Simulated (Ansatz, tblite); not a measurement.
# C2H6Cl3NSi: isomers side by side

Aim: relax some chosen isomers of C2H6Cl3NSi, and see how the levels of theory order them.

Method: relaxed with r2SCAN-D4/def2-SVP, singlet; program: Ansatz 0.2.0, Gaussian basis.

2 further runs of the same task are left out: 2 set aside as unsound or not needed. Runs told in other sessions of the task aren't counted.

**1. Where the work starts**

13 atoms, charge 0, spin multiplicity 1.

Atoms are counted from 1 here; the program's logs count them from 0.

Bond lengths: C1–N6 1.450 Å, C1–H8 1.092 Å, C1–H9 1.085 Å, C1–H10 1.094 Å, C2–N6 1.450 Å, C2–H11 1.086 Å, C2–H12 1.094 Å, C2–H13 1.092 Å, Cl3–Si7 2.016 Å, Cl4–Si7 2.016 Å, Cl5–Si7 2.033 Å, N6–Si7 1.713 Å. Angles: N6–C1–H8 109.2°, N6–C1–H9 110.4°, N6–C1–H10 111.0°, H8–C1–H9 108.8°, H8–C1–H10 108.5°, H9–C1–H10 108.8°, N6–C2–H11 110.4°, N6–C2–H12 111.0°, N6–C2–H13 109.3°, H11–C2–H12 108.8°, H11–C2–H13 108.8°, H12–C2–H13 108.5°, C1–N6–C2 111.7°, C1–N6–Si7 123.2°, C2–N6–Si7 122.8°, Cl3–Si7–Cl4 110.7°, Cl3–Si7–Cl5 108.2°, Cl3–Si7–N6 107.8° and more.

The isomers as started, chosen beforehand: A: Si(NMe2)Cl3; B: SiCl3(NHEt). The structure above is A.

**2. Relaxing candidate A**

in.yaml reads:

```yaml
crystal:
  periodic: [false, false, false]
  atoms:
    - {symbol: C, position_ang: [1.067460, -0.548510, 0.897850]}
    - {symbol: C, position_ang: [-1.041850, 0.595850, 0.891360]}
    - {symbol: Cl, position_ang: [1.878420, -0.071320, -2.321250]}
    - {symbol: Cl, position_ang: [-0.990090, 1.592580, -2.326100]}
    - {symbol: Cl, position_ang: [-0.976540, -1.683790, -2.268120]}
    - {symbol: N, position_ang: [0.072080, 0.128140, 0.089010]}
    - {symbol: Si, position_ang: [-0.008930, -0.019490, -1.615650]}
    - {symbol: H, position_ang: [1.411940, 0.126770, 1.683510]}
    - {symbol: H, position_ang: [1.917290, -0.838270, 0.287890]}
    - {symbol: H, position_ang: [0.649050, -1.443410, 1.367420]}
    - {symbol: H, position_ang: [-1.747080, 1.146110, 0.275960]}
    - {symbol: H, position_ang: [-1.563670, -0.242210, 1.362890]}
    - {symbol: H, position_ang: [-0.668070, 1.257540, 1.675230]}
basis:
  gaussian: {orbitals: def2-SVP}
hamiltonian: {xc: r2scan, dispersion: d4}
scf: {lower_state_search: "off"}
output: {orbitals: {seedname: orbitals}}
relax: {f_tol: 0.02, max_steps: 100}
```

Started as:

```
$ ansatz run in.yaml --threads 4 --pin off --events-out ev --progress --plain --max-ram 4787MiB
```

Output (excerpt; [...] marks lines left out):

```text
Functional definition: r2SCAN
  name "r2SCAN"
  cite "Furness, Kaplan, Ning, Perdew & Sun, J. Phys. Chem. Lett. 11, 8208 (2020) doi:10.1021/acs.jpclett.0c02405"
  cite "Furness, Kaplan, Ning, Perdew & Sun, J. Phys. Chem. Lett. 11, 9248 (2020) doi:10.1021/acs.jpclett.0c03077"
  parent r2scan
[...]
1617 factors; their error is unknown
[...]
mean field -49090.19319477 eV, -1804.0313253797 hartree, gradient 3.9e-6 eV, S^2 0.000000; 0 other end points of the search recorded, 0 dependent functions left out
[...]
reference -49090.19320398 eV, -1804.0313257184 hartree; 45, 45 occupied and 99, 99 virtual orbitals, 1617 factors
relax step   1: F+E_penalty+E_count = -49090.31380825 eV  Δ(F+E_penalty+E_count) = +0.000e0 eV  max|allowed force component| = 1.238e0 eV/Å  Δτ_max = 0.0000 Å  (18 SCF iters, accepted)
[...]
relax step   4: F+E_penalty+E_count = -49090.39520868 eV  Δ(F+E_penalty+E_count) = -3.981e-4 eV  max|allowed force component| = 2.460e-2 eV/Å  Δτ_max = 0.0057 Å  (22 SCF iters, accepted)
[...]
relax step   5: F+E_penalty+E_count = -49090.39525145 eV  Δ(F+E_penalty+E_count) = -4.278e-5 eV  max|allowed force component| = 2.950e-3 eV/Å  Δτ_max = 0.0057 Å  (22 SCF iters, accepted)
Total energy: -49090.39526073 eV, -1804.0387511669 hartree
Atom 0 at     1.079765    -0.562333     0.900717 Å, force     0.000435    -0.000508     0.000738 eV/Å
Atom 1 at    -1.057940     0.600017     0.892011 Å, force    -0.000126    -0.000196     0.000889 eV/Å
Atom 2 at     1.901416    -0.061229    -2.362316 Å, force     0.000688     0.000390    -0.000663 eV/Å
Atom 3 at    -1.003923     1.612719    -2.365517 Å, force    -0.000513     0.000405    -0.000416 eV/Å
Atom 4 at    -0.978387    -1.692928    -2.267407 Å, force     0.000665     0.000830     0.000410 eV/Å
Atom 5 at     0.074375     0.129290     0.109823 Å, force    -0.001342    -0.000847     0.002950 eV/Å
Atom 6 at    -0.000787    -0.003664    -1.586825 Å, force    -0.000550    -0.001526    -0.000405 eV/Å
Atom 7 at     1.464208     0.106530     1.691888 Å, force     0.000379     0.000799     0.000465 eV/Å
Atom 8 at     1.930400    -0.864346     0.274395 Å, force    -0.000680    -0.000547    -0.000900 eV/Å
Atom 9 at     0.668557    -1.466474     1.390304 Å, force    -0.000227     0.000421    -0.001135 eV/Å
Atom 10 at    -1.769577     1.148593     0.259420 Å, force     0.000054    -0.000590    -0.001254 eV/Å
Atom 11 at    -1.597099    -0.235011     1.380136 Å, force     0.000528     0.000324    -0.001588 eV/Å
Atom 12 at    -0.710998     1.288824     1.683369 Å, force     0.000688     0.001045     0.000908 eV/Å
Dipole moment:     0.003116     0.002261     0.553237 e Å
Checks for a lower state left out: stability, starts, cluster_reference, orbital_swaps, neighbouring_geometries, increment
```

It took 15 s on 4 threads of Arm Neoverse V2, shared host.

The steps of the relaxation:

```csv
step,energy from step 1 (eV),largest force component (eV/Å)
1,0.0000,1.2377
2,-0.0761,0.1761
3,-0.0810,0.0662
4,-0.0814,0.0246
5,-0.0814,0.0029
```

Distances of close pairs at the start and the end, largest changes first:

```csv
bond,before (Å),after (Å),change (Å)
Cl3–Si7,2.016,2.055,+0.039
Cl4–Si7,2.016,2.056,+0.039
Cl5–Si7,2.033,2.067,+0.034
C1–H10,1.094,1.107,+0.014
C1–H8,1.092,1.105,+0.013
C2–H12,1.094,1.107,+0.013
C2–H13,1.092,1.105,+0.013
C1–H9,1.085,1.099,+0.013
```

**3. Relaxing candidate B**

in.yaml reads:

```yaml
crystal:
  periodic: [false, false, false]
  atoms:
    - {symbol: C, position_ang: [-0.759680, -0.369950, -0.639830]}
    - {symbol: C, position_ang: [0.257230, -1.433780, -1.037680]}
    - {symbol: Cl, position_ang: [0.228630, 1.706260, 3.113040]}
    - {symbol: Cl, position_ang: [2.373700, 1.361140, 0.634940]}
    - {symbol: Cl, position_ang: [-0.347670, 3.086040, 0.128900]}
    - {symbol: N, position_ang: [-0.534680, 0.134900, 0.704410]}
    - {symbol: Si, position_ang: [0.406850, 1.500640, 1.116720]}
    - {symbol: H, position_ang: [-0.671640, -0.584220, 1.399650]}
    - {symbol: H, position_ang: [-1.771160, -0.785090, -0.684950]}
    - {symbol: H, position_ang: [-0.706020, 0.473490, -1.329130]}
    - {symbol: H, position_ang: [1.262940, -1.023310, -1.001510]}
    - {symbol: H, position_ang: [0.057080, -1.784290, -2.046290]}
    - {symbol: H, position_ang: [0.204420, -2.281810, -0.358250]}
basis:
  gaussian: {orbitals: def2-SVP}
hamiltonian: {xc: r2scan, dispersion: d4}
scf: {lower_state_search: "off"}
output: {orbitals: {seedname: orbitals}}
relax: {f_tol: 0.02, max_steps: 100}
```

Same command.

Output (excerpt; [...] marks lines left out):

```text
Functional definition: r2SCAN
  name "r2SCAN"
  cite "Furness, Kaplan, Ning, Perdew & Sun, J. Phys. Chem. Lett. 11, 8208 (2020) doi:10.1021/acs.jpclett.0c02405"
  cite "Furness, Kaplan, Ning, Perdew & Sun, J. Phys. Chem. Lett. 11, 9248 (2020) doi:10.1021/acs.jpclett.0c03077"
  parent r2scan
[...]
1617 factors; their error is unknown
[...]
mean field -49090.52280160 eV, -1804.0434382074 hartree, gradient 7.4e-6 eV, S^2 0.000000; 0 other end points of the search recorded, 0 dependent functions left out
[...]
reference -49090.52281101 eV, -1804.0434385531 hartree; 45, 45 occupied and 99, 99 virtual orbitals, 1617 factors
relax step   1: F+E_penalty+E_count = -49090.63902587 eV  Δ(F+E_penalty+E_count) = +0.000e0 eV  max|allowed force component| = 1.113e0 eV/Å  Δτ_max = 0.0000 Å  (18 SCF iters, accepted)
[...]
Atom 5 at    -0.516415     0.113842     0.722458 Å, force     0.011880    -0.015594    -0.014365 eV/Å
Atom 6 at     0.375412     1.496513     1.128046 Å, force     0.002496     0.008422     0.011412 eV/Å
Atom 7 at    -0.673729    -0.569112     1.459926 Å, force    -0.006198     0.003532    -0.000243 eV/Å
Atom 8 at    -1.773615    -0.756416    -0.713038 Å, force    -0.003979    -0.002345    -0.003983 eV/Å
Atom 9 at    -0.680172     0.481456    -1.319886 Å, force    -0.000081    -0.003397     0.001762 eV/Å
Atom 10 at     1.282996    -1.079805    -1.028478 Å, force    -0.003082     0.000850    -0.000034 eV/Å
Atom 11 at     0.037754    -1.804351    -2.086054 Å, force     0.001037     0.001972     0.004442 eV/Å
Atom 12 at     0.191190    -2.336064    -0.393862 Å, force    -0.001633     0.003139    -0.002080 eV/Å
Dipole moment:    -0.230516    -0.508558    -0.155500 e Å
Checks for a lower state left out: stability, starts, cluster_reference, orbital_swaps, neighbouring_geometries, increment
```

It took 18 s on 4 threads of Arm Neoverse V2, shared host.

Along the way:

```csv
step,energy from step 1 (eV),largest force component (eV/Å)
1,0.0000,1.1126
2,-0.0823,0.1994
3,-0.0898,0.0722
4,-0.0913,0.0462
5,-0.0916,0.0320
6,-0.0916,0.0156
```

Distances of close pairs at the start and the end, largest changes first:

```csv
bond,before (Å),after (Å),change (Å)
Cl5–Si7,2.015,2.055,+0.041
Cl4–Si7,2.030,2.067,+0.037
Cl3–Si7,2.015,2.051,+0.036
C2–H12,1.086,1.102,+0.015
N6–Si7,1.709,1.695,-0.015
C2–H13,1.088,1.103,+0.015
C2–H11,1.087,1.101,+0.014
C1–H10,1.091,1.104,+0.013
```

**4. The relaxed candidates**

```csv
candidate,point group,"bonds (count, mean Å)",energy above the lowest (kcal/mol)
A,Cs,"Cl–Si 3, 2.06; C–N 2, 1.45; N–Si 1, 1.70; C–H 6, 1.10",7.7
B,C1,"Cl–Si 3, 2.06; C–C 1, 1.52; N–Si 1, 1.69; C–N 1, 1.46; C–H 5, 1.10; H–N 1, 1.02",0.0
```

**5. Candidate A, GFN1-xTB**

Tight binding, by tblite at 300 K electronic temperature and without a spin-polarisation term:

```python
tblite.interface.Calculator('GFN1-xTB', numbers, positions, charge=0, uhf=0).singlepoint()
```

Energy -693.5642 eV, HOMO -10.62 eV, LUMO -4.12 eV; 0.01 s.

**6. Candidate A, GFN2-xTB**

Tight binding, by tblite at 300 K electronic temperature and without a spin-polarisation term:

```python
tblite.interface.Calculator('GFN2-xTB', numbers, positions, charge=0, uhf=0).singlepoint()
```

Energy -701.7151 eV, HOMO -10.73 eV, LUMO -5.23 eV; 0.009 s.

**7. Candidate A, PBE0-D4/def2-TZVP**

start.molden holds the orbitals of an earlier run on this state, given as this run's starting guess.

in.yaml reads:

```yaml
crystal:
  periodic: [false, false, false]
  atoms:
    - {symbol: C, position_ang: [1.079765, -0.562333, 0.900717]}
    - {symbol: C, position_ang: [-1.057940, 0.600017, 0.892011]}
    - {symbol: Cl, position_ang: [1.901416, -0.061229, -2.362316]}
    - {symbol: Cl, position_ang: [-1.003923, 1.612719, -2.365517]}
    - {symbol: Cl, position_ang: [-0.978387, -1.692928, -2.267407]}
    - {symbol: N, position_ang: [0.074375, 0.129290, 0.109823]}
    - {symbol: Si, position_ang: [-0.000787, -0.003664, -1.586825]}
    - {symbol: H, position_ang: [1.464208, 0.106530, 1.691888]}
    - {symbol: H, position_ang: [1.930400, -0.864346, 0.274395]}
    - {symbol: H, position_ang: [0.668557, -1.466474, 1.390304]}
    - {symbol: H, position_ang: [-1.769577, 1.148593, 0.259420]}
    - {symbol: H, position_ang: [-1.597099, -0.235011, 1.380136]}
    - {symbol: H, position_ang: [-0.710998, 1.288824, 1.683369]}
basis:
  gaussian: {orbitals: def2-TZVP, initial_orbitals: start.molden}
hamiltonian: {xc: pbe0, dispersion: d4}
scf: {omitted_lower_state_checks: [starts]}
output: {orbitals: {seedname: orbitals}}
```

Same command.

Output:

```text
Functional definition: PBE0
  name "PBE0"
  cite "Adamo & Barone, J. Chem. Phys. 110, 6158 (1999) doi:10.1063/1.478522"
  cite "Perdew, Burke & Ernzerhof, Phys. Rev. Lett. 77, 3865 (1996) doi:10.1103/PhysRevLett.77.3865"
  parent pbe
  parameter a = 0.25
  parameter kappa = 0.804
  parameter beta = 0.06672455060314922
  exchange = (1 - a)*pbe_x(kappa = kappa, mu = beta*pi^2/3) + a*exact_x
  correlation = pbe_c(beta = beta)
these checks for a lower state are left out or cut short: starts
1851 factors; their error is unknown
mean field evaluation 1: about -48942.4392 eV, gradient 2.5e2 eV
mean field evaluation 2: about -48995.1100 eV, gradient 8.2e1 eV
mean field evaluation 4: about -49084.1947 eV, gradient 3.8e1 eV
mean field evaluation 8: about -49095.3378 eV, gradient 1.5e-3 eV
mean field -49095.33778581 eV, -1804.2203856132 hartree, gradient 1.8e-5 eV, S^2 0.000000; 0 other end points of the search recorded, 0 dependent functions left out
reference -49095.33782195 eV, -1804.2203869414 hartree; 45, 45 occupied and 232, 232 virtual orbitals, 1851 factors
Total energy: -49095.74253856 eV, -1804.2352600027 hartree
Checks for a lower state left out: starts
```

Run time: 8.5 s. Hardware: 4 threads of Arm Neoverse V2, shared host; peak memory 1.1 GiB.

HOMO -7.19 eV, LUMO 0.08 eV.

**8. Candidate A, PBE-D4/def2-TZVP**

Changes to in.yaml since step 7:

```diff
@@ -18,4 +18,4 @@
   gaussian: {orbitals: def2-TZVP, initial_orbitals: start.molden}
-hamiltonian: {xc: pbe0, dispersion: d4}
+hamiltonian: {xc: pbe, dispersion: d4}
 scf: {omitted_lower_state_checks: [starts]}
-output: {orbitals: {seedname: orbitals}}
+output: {forces: true, orbitals: {seedname: orbitals}}
```

Same command.

Output (excerpt; [...] marks lines left out):

```text
Functional definition: PBE
  name "PBE"
  cite "Perdew, Burke & Ernzerhof, Phys. Rev. Lett. 77, 3865 (1996) doi:10.1103/PhysRevLett.77.3865"
  parent pbe
[...]
1799 factors; their error is unknown
[...]
mean field -49091.04794251 eV, -1804.0627367797 hartree, gradient 8.1e-6 eV, S^2 0.000000; 0 other end points of the search recorded, 0 dependent functions left out
[...]
reference -49091.04799152 eV, -1804.0627385809 hartree; 45, 45 occupied and 232, 232 virtual orbitals, 1799 factors
Total energy: -49091.51731820 eV, -1804.0799860181 hartree
Atom 0 at     1.079765    -0.562333     0.900717 Å, force     0.131901    -0.103274     0.097053 eV/Å
Atom 1 at    -1.057940     0.600017     0.892011 Å, force    -0.159203     0.057129     0.099376 eV/Å
Atom 2 at     1.901416    -0.061229    -2.362316 Å, force    -0.061228    -0.012074     0.024104 eV/Å
Atom 3 at    -1.003923     1.612719    -2.365517 Å, force     0.019286    -0.058769     0.024543 eV/Å
Atom 4 at    -0.978387    -1.692928    -2.267407 Å, force     0.022472     0.038348     0.012032 eV/Å
Atom 5 at     0.074375     0.129290     0.109823 Å, force     0.025698     0.047391    -0.167846 eV/Å
Atom 6 at    -0.000787    -0.003664    -1.586825 Å, force     0.019914     0.029157    -0.008644 eV/Å
Atom 7 at     1.464208     0.106530     1.691888 Å, force    -0.028186    -0.015623    -0.034335 eV/Å
Atom 8 at     1.930400    -0.864346     0.274395 Å, force    -0.050166     0.008730     0.027673 eV/Å
Atom 9 at     0.668557    -1.466474     1.390304 Å, force     0.013502     0.043442    -0.033434 eV/Å
Atom 10 at    -1.769577     1.148593     0.259420 Å, force     0.033737    -0.037614     0.027449 eV/Å
Atom 11 at    -1.597099    -0.235011     1.380136 Å, force     0.029682     0.035411    -0.034224 eV/Å
Atom 12 at    -0.710998     1.288824     1.683369 Å, force     0.002591    -0.032254    -0.033747 eV/Å
Dipole moment:     0.010954     0.015787     0.521766 e Å
Checks for a lower state left out: starts
```

It took 4.5 s on 4 threads of Arm Neoverse V2, shared host.

From the report: HOMO -5.84 eV, LUMO -0.96 eV.

**9. Candidate A, r2SCAN-D4/def2-TZVP**

Changes to in.yaml since step 8:

```diff
@@ -18,4 +18,4 @@
   gaussian: {orbitals: def2-TZVP, initial_orbitals: start.molden}
-hamiltonian: {xc: pbe, dispersion: d4}
+hamiltonian: {xc: r2scan, dispersion: d4}
 scf: {omitted_lower_state_checks: [starts]}
-output: {forces: true, orbitals: {seedname: orbitals}}
+output: {orbitals: {seedname: orbitals}}
```

Launched as before.

Output:

```text
Functional definition: r2SCAN
  name "r2SCAN"
  cite "Furness, Kaplan, Ning, Perdew & Sun, J. Phys. Chem. Lett. 11, 8208 (2020) doi:10.1021/acs.jpclett.0c02405"
  cite "Furness, Kaplan, Ning, Perdew & Sun, J. Phys. Chem. Lett. 11, 9248 (2020) doi:10.1021/acs.jpclett.0c03077"
  parent r2scan
  parameter k0 = 0.174
  parameter k1 = 0.065
  parameter a1 = 4.9479
  exchange = r2scan_x(k0 = k0, k1 = k1, a1 = a1)
  correlation = r2scan_c
these checks for a lower state are left out or cut short: starts
1799 factors; their error is unknown
mean field evaluation 1: about -49110.0682 eV, gradient 1.2e1 eV
mean field evaluation 2: about -49110.1180 eV, gradient 8.7e-2 eV
mean field evaluation 4: about -49110.0802 eV, gradient 2.9e-4 eV
mean field -49110.08020678 eV, -1804.7621595913 hartree, gradient 2.3e-5 eV, S^2 0.000000; 0 other end points of the search recorded, 0 dependent functions left out
reference -49110.08021953 eV, -1804.7621600599 hartree; 45, 45 occupied and 232, 232 virtual orbitals, 1799 factors
Total energy: -49110.19992800 eV, -1804.7665592651 hartree
Checks for a lower state left out: starts
```

Run time: 8.5 s. Hardware: 4 threads of Arm Neoverse V2, shared host.

From the report: HOMO -6.11 eV, LUMO -0.57 eV.

**10. Candidate A, ωB97X-V/def2-TZVP**

Changes to in.yaml since step 9:

```diff
@@ -18,3 +18,3 @@
   gaussian: {orbitals: def2-TZVP, initial_orbitals: start.molden}
-hamiltonian: {xc: r2scan, dispersion: d4}
+hamiltonian: {xc: {name: wB97X-V}}
 scf: {omitted_lower_state_checks: [starts]}
```

Same command.

Output (excerpt; [...] marks lines left out):

```text
Functional definition: wB97X-V
  name "wB97X-V"
  cite "Mardirossian & Head-Gordon, Phys. Chem. Chem. Phys. 16, 9904 (2014) doi:10.1039/C3CP54374A"
  cite "Becke, J. Chem. Phys. 107, 8554 (1997) doi:10.1063/1.475007"
  cite "Vydrov & Van Voorhis, J. Chem. Phys. 133, 244103 (2010) doi:10.1063/1.3521275"
[...]
      + integral(e_c_pw_opposite_spin*poly(b97_u_opposite, cos0, cos1)) + vv10(b, c)
[...]
1820 factors; their error is unknown
408 factors; integrals over basis functions are off by at most 1.6e-5 eV
[...]
mean field -49107.57870697 eV, -1804.6702311687 hartree, gradient 1.7e-5 eV, S^2 0.000000; 0 other end points of the search recorded, 0 dependent functions left out
reference -49107.57870479 eV, -1804.6702310885 hartree; 45, 45 occupied and 232, 232 virtual orbitals, 1820 factors
Total energy: -49107.57870479 eV, -1804.6702310885 hartree
Checks for a lower state left out: starts
```

Wall time 16 s (4 threads of Arm Neoverse V2, shared host); peak memory 1.3 GiB.

Report: HOMO -9.58 eV, LUMO 2.38 eV.

**11. Candidate A, HF/def2-TZVP**

Changes to in.yaml since step 10:

```diff
@@ -18,3 +18,3 @@
   gaussian: {orbitals: def2-TZVP, initial_orbitals: start.molden}
-hamiltonian: {xc: {name: wB97X-V}}
+hamiltonian: {xc: hf}
 scf: {omitted_lower_state_checks: [starts]}
```

The command is unchanged.

Output:

```text
Functional definition: HF
  name "HF"
  cite "Fock, Z. Phys. 61, 126 (1930) doi:10.1007/BF01340294"
  parent pbe
  exchange = exact_x
  correlation = 0
these checks for a lower state are left out or cut short: starts
2186 factors; their error is unknown
mean field evaluation 1: about -49016.5858 eV, gradient 4.7e1 eV
mean field evaluation 2: about -49017.7545 eV, gradient 1.5e0 eV
mean field evaluation 4: about -49018.4188 eV, gradient 7.0e-1 eV
mean field -49018.41911686 eV, -1801.3936766667 hartree, gradient 1.3e-5 eV, S^2 0.000000; 0 other end points of the search recorded, 0 dependent functions left out
reference -49018.41911686 eV, -1801.3936766667 hartree; 45, 45 occupied and 232, 232 virtual orbitals, 2186 factors
Total energy: -49018.41911686 eV, -1801.3936766667 hartree
Checks for a lower state left out: starts
```

It took 5.5 s on 4 threads of Arm Neoverse V2, shared host; peak memory 1.2 GiB.

From the report: HOMO -10.50 eV, LUMO 3.61 eV.

**12. Candidate A, LC-ωPBE/def2-TZVP**

Changes to in.yaml since step 11:

```diff
@@ -18,3 +18,3 @@
   gaussian: {orbitals: def2-TZVP, initial_orbitals: start.molden}
-hamiltonian: {xc: hf}
+hamiltonian: {xc: {name: LC-wPBE}}
 scf: {omitted_lower_state_checks: [starts]}
```

Same command.

Output (excerpt; [...] marks lines left out):

```text
Functional definition: LC-wPBE
  name "LC-wPBE"
  cite "Vydrov & Scuseria, J. Chem. Phys. 125, 234109 (2006) doi:10.1063/1.2409292"
  cite "Heyd & Scuseria, J. Chem. Phys. 120, 7274 (2004) doi:10.1063/1.1668634"
  cite "Ernzerhof & Perdew, J. Chem. Phys. 109, 3313 (1998) doi:10.1063/1.476928"
  cite "Perdew, Burke & Ernzerhof, Phys. Rev. Lett. 77, 3865 (1996) doi:10.1103/PhysRevLett.77.3865"
  parent pbe
[...]
1799 factors; their error is unknown
521 factors; integrals over basis functions are off by at most 1.8e-5 eV
[...]
mean field -49100.38154560 eV, -1804.4057403670 hartree, gradient 2.0e-5 eV, S^2 0.000000; 0 other end points of the search recorded, 0 dependent functions left out
reference -49100.38154561 eV, -1804.4057403673 hartree; 45, 45 occupied and 232, 232 virtual orbitals, 1799 factors
Total energy: -49100.38154561 eV, -1804.4057403673 hartree
Checks for a lower state left out: starts
```

Run time: 5 s. Hardware: 4 threads of Arm Neoverse V2, shared host; peak memory 0.72 GiB.

Report: HOMO -9.92 eV, LUMO 2.51 eV.

**13. Candidate A, PBE-D4/def2-SVP**

Changes to in.yaml since step 12:

```diff
@@ -17,4 +17,4 @@
 basis:
-  gaussian: {orbitals: def2-TZVP, initial_orbitals: start.molden}
-hamiltonian: {xc: {name: LC-wPBE}}
+  gaussian: {orbitals: def2-SVP, initial_orbitals: start.molden}
+hamiltonian: {xc: pbe, dispersion: d4}
 scf: {omitted_lower_state_checks: [starts]}
```

Launched as before.

Output:

```text
Functional definition: PBE
  name "PBE"
  cite "Perdew, Burke & Ernzerhof, Phys. Rev. Lett. 77, 3865 (1996) doi:10.1103/PhysRevLett.77.3865"
  parent pbe
  parameter kappa = 0.804
  parameter beta = 0.06672455060314922
  exchange = pbe_x(kappa = kappa, mu = beta*pi^2/3)
  correlation = pbe_c(beta = beta)
these checks for a lower state are left out or cut short: starts
1617 factors; their error is unknown
mean field evaluation 1: about -49070.8054 eV, gradient 1.1e1 eV
mean field evaluation 2: about -49071.0655 eV, gradient 2.1e-1 eV
mean field evaluation 4: about -49070.9571 eV, gradient 3.5e-4 eV
mean field -49070.95707122 eV, -1803.3244108780 hartree, gradient 2.6e-5 eV, S^2 0.000000; 0 other end points of the search recorded, 0 dependent functions left out
reference -49070.95710601 eV, -1803.3244121566 hartree; 45, 45 occupied and 99, 99 virtual orbitals, 1617 factors
Total energy: -49071.42643269 eV, -1803.3416595939 hartree
Checks for a lower state left out: starts
```

Run time: 1.9 s. Hardware: 4 threads of Arm Neoverse V2, shared host.

HOMO -5.70 eV, LUMO -0.52 eV.

(Part 1 of 2 ends here.)
